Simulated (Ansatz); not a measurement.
**One shape, several levels: NaBr (SMILES [Na][Br])**

Wanted: a comparison of 6 runs (CAM-B3LYP/STO-3G, UPBE/STO-3G, revPBE/STO-3G, wB97X/STO-3G, BCCD(T)/STO-3G, CCSDT/STO-3G) of NaBr. 

The calculation is run with Ansatz 0.2.0.

28 further runs of the same task are left out: 5 that didn't finish, 23 set aside as unsound or not needed.

**1. The structure to begin with**

NaBr: 2 atoms, total charge 0, spin state singlet. SMILES: `[Na][Br]`. The Br2–Na1 distance was set to 5.014 Å, away from the relaxed value.

**2. The energy at CAM-B3LYP/STO-3G (run 1)**

molecule.yaml

```yaml
crystal:
  periodic: [false, false, false]
  atoms:
    - {symbol: Na, position_ang: [3.201301, -1.138130, 1.612066]}
    - {symbol: Br, position_ang: [-1.067110, 0.379380, -0.537360]}
basis:
  gaussian:
    orbitals: STO-3G
hamiltonian:
  xc: {name: CAM-B3LYP}
accuracy: high
```

On the command line:

```console
$ ansatz run molecule.yaml --threads 1 --pin off --max-ram 3480MiB --events-out events.jsonl --progress --plain --runs-dir runs
```

Standard output:

```text
Warning: RAYON_NUM_THREADS=1 ignored (pool sized by the plan → 1); use --threads N
Functional definition: CAM-B3LYP
  name "CAM-B3LYP"
  parameter alpha = 0.19
  parameter beta = 0.46
  parameter omega = 0.33/bohr
  parameter ac = 0.81
  exchange = (1 - alpha - beta)*b88_x + beta*b88_x_sr(omega) + alpha*exact_x + beta*exact_x_lr(omega)
  correlation = (1 - ac)*vwn5_c + ac*lyp_c
318 factors; integrals over basis functions are off by at most 4.4e-9 eV
119 factors; integrals over basis functions are off by at most 1.0e-9 eV
mean field evaluation 1: about -73638.4282 eV, gradient 1.6e1 eV
mean field evaluation 2: about -73612.8868 eV, gradient 2.8e1 eV
mean field evaluation 4: about -73638.8653 eV, gradient 5.6e-1 eV
mean field evaluation 8: about -73613.4215 eV, gradient 2.3e1 eV
mean field evaluation 16: about -73638.9468 eV, gradient 4.1e-2 eV
mean field evaluation 32: about -73632.5943 eV, gradient 2.9e1 eV
mean field -73638.94684925 eV, -2706.1813824389 hartree, gradient 1.8e-9 eV, S^2 0.000000; 1 other end points of the search recorded, 0 dependent functions left out
reference -73638.94686346 eV, -2706.1813829612 hartree; 23, 23 occupied and 4, 4 virtual orbitals, 318 factors
Total energy: -73638.94686346 eV, -2706.1813829612 hartree
```

Run time: 1.4 s. Hardware: 1 thread of Intel Xeon 6975P-C (Granite Rapids), shared host; peak memory 0.11 GiB.

**3. A single-point energy at UPBE/STO-3G (run 2)**

in.yaml

```yaml
crystal:
  periodic: [false, false, false]
  atoms:
    - {symbol: Na, position_ang: [3.201301, -1.138130, 1.612066]}
    - {symbol: Br, position_ang: [-1.067110, 0.379380, -0.537360]}
basis:
  gaussian:
    orbitals: STO-3G
total_charge: 0
magnetization:
  spin_polarized: true
  initial_magnetization: 0
hamiltonian:
  xc: {name: PBE}
accuracy: high
```

On the command line:

```console
$ ansatz run in.yaml --threads 1 --pin off --max-ram 3480MiB --events-out events.jsonl --progress --plain --runs-dir runs
```

Standard output (excerpt; [...] marks lines left out):

```text
Warning: RAYON_NUM_THREADS=1 ignored (pool sized by the plan → 1); use --threads N
Functional definition: PBE
  name "PBE"
[...]
318 factors; integrals over basis functions are off by at most 4.4e-9 eV
[...]
mean field -73622.74993745 eV, -2705.5861569090 hartree, gradient 3.5e-8 eV, S^2 0.309182; 18 other end points of the search recorded, 0 dependent functions left out
reference -73622.74993935 eV, -2705.5861569789 hartree; 23, 23 occupied and 4, 4 virtual orbitals, 318 factors
Total energy: -73622.74993935 eV, -2705.5861569789 hartree
```

It took 8.7 s on 1 thread of Intel Xeon 6975P-C (Granite Rapids), shared host; peak memory 0.14 GiB.

Runs 3 to 5 aren't shown in full; the table further down has their settings and results.

**4. The energy at CCSDT/STO-3G (run 6)**

run.yaml

```yaml
crystal:
  periodic: [false, false, false]
  atoms:
    - {symbol: Na, position_ang: [3.201301, -1.138130, 1.612066]}
    - {symbol: Br, position_ang: [-1.067110, 0.379380, -0.537360]}
basis:
  gaussian:
    orbitals: STO-3G
magnetization:
  spin_polarized: false
  initial_magnetization: 0
correlation:
  method: ccsdt
  frozen_orbitals: {Br: 9, Na: 1}
accuracy: high
scf:
  omitted_lower_state_checks: [cluster_reference, increment]
```

On the command line:

```console
$ ansatz run run.yaml --threads 1 --pin off --max-ram 3480MiB --events-out events.jsonl --progress --plain --runs-dir runs
```

Standard output (excerpt; [...] marks lines left out):

```text
Warning: RAYON_NUM_THREADS=1 ignored (pool sized by the plan → 1); use --threads N
Functional definition: HF
  name "HF"
[...]
318 factors; integrals over basis functions are off by at most 4.4e-9 eV
[...]
mean field -73591.08451138 eV, -2704.4224739647 hartree, gradient 9.9e-8 eV, S^2 0.000000; 0 other end points of the search recorded, 0 dependent functions left out
10 core orbitals not correlated: weight in the atoms' cores, before any rotation towards them, 1.000 or more for the frozen orbitals, at most 0.000 for the correlated occupied ones
reference -73591.08451138 eV, -2704.4224739647 hartree; 13, 13 occupied and 4, 4 virtual orbitals, 318 factors
second order -1.03398101 eV of doubles, -0.00000000 eV of singles
cycle   1  -1.03332354 eV  change    6.6e-4 eV  update   2.8e-2
[...]
cycle  22  -1.10889200 eV  change  -6.3e-14 eV  update  5.6e-10
Total energy: -73592.19340339 eV, -2704.4632249943 hartree
Checks for a lower state left out: cluster_reference, increment
```

Run time: 0.66 s. Hardware: 1 thread of Intel Xeon 6975P-C (Granite Rapids), shared host.

**5. The series**

| run | level | frozen core orbitals | energy (Eh) | wall time |
| --- | --- | --- | --- | --- |
| 1 | CAM-B3LYP/STO-3G | – | -2706.181383 | 1.4 s |
| 2 | UPBE/STO-3G | – | -2705.586157 | 8.7 s |
| 3 | revPBE/STO-3G | – | -2705.877318 | 2 s |
| 4 | wB97X/STO-3G | – | -2706.208500 | 3.3 s |
| 5 | BCCD(T)/STO-3G | 10 | -2704.463256 | 0.28 s |
| 6 | CCSDT/STO-3G | 10 | -2704.463225 | 0.66 s |

**6. Results**

| quantity | value |
| --- | --- |
| run 6: total energy | -2704.46322 Eh |
| run 6: correlation energy (10 core orbitals frozen) | -40.8 mEh |
| run 6: T1 diagnostic | 0.003 |

What this shows: Totals of different functionals can't be ranked against each other. In runs 1, 2, 3, 4, 5, 6 the basis is minimal, so the values are rough. Spin contamination of the reference: run 2 ⟨S²⟩ = 0.31. All runs together took 16 s, the longest 8.7 s.
